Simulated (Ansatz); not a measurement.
An input for Ansatz 0.2.0 (NiMoIrPdW):

Contents of input.yaml:

```yaml
crystal:
  lattice:
    - [4.1467, 0.0, 0.0]
    - [-2.07335, 3.59115, 0.0]
    - [0.0, 0.0, 5.41629]
  atoms:
    - { symbol: Ni, position: [0.0, 0.0, 0.02221], spin: 1.0 }
    - { symbol: Mo, position: [0.66667, 0.33333, 0.45996], spin: 1.0 }
    - { symbol: Pd, position: [0.33333, 0.66667, 0.74601] }
    - { symbol: Ir, position: [0.33333, 0.66667, 0.25641], spin: 0.6 }
    - { symbol: W, position: [0.66667, 0.33333, 0.99985] }
hamiltonian:
  xc:
    exchange: r2scan
    correlation: r2scan
    exx: { coeff: inverse_dielectric }
  pseudopotentials: { kind: paw }
magnetization:
  spin_polarized: true
kpoints:
  mp_grid: { grid: [3, 3, 2] }
scf:
  occupations: { method: fermi_dirac, width: 0.05 }
output:
  forces: true
  stress: true
  eigenvalues: true
```

Potentials or basis: Ansatz PAW.

Run with:

```console
$ ansatz run input.yaml --threads 8 --pin off --max-ram 20480MiB --backend cpu --events-out ev --progress --plain --runs-dir out
```

Task: What does the program do with it?

Result: The run stopped without a result. It printed:

Output:

```text
[... 4 lines left out ...]
Error: inconsistent input (hamiltonian.xc.exx): inverse_dielectric: a primitive cell of the crystal, on which the dielectric tensor is taken, has no even number of electrons, as an insulator without a net moment has; type the fraction
```
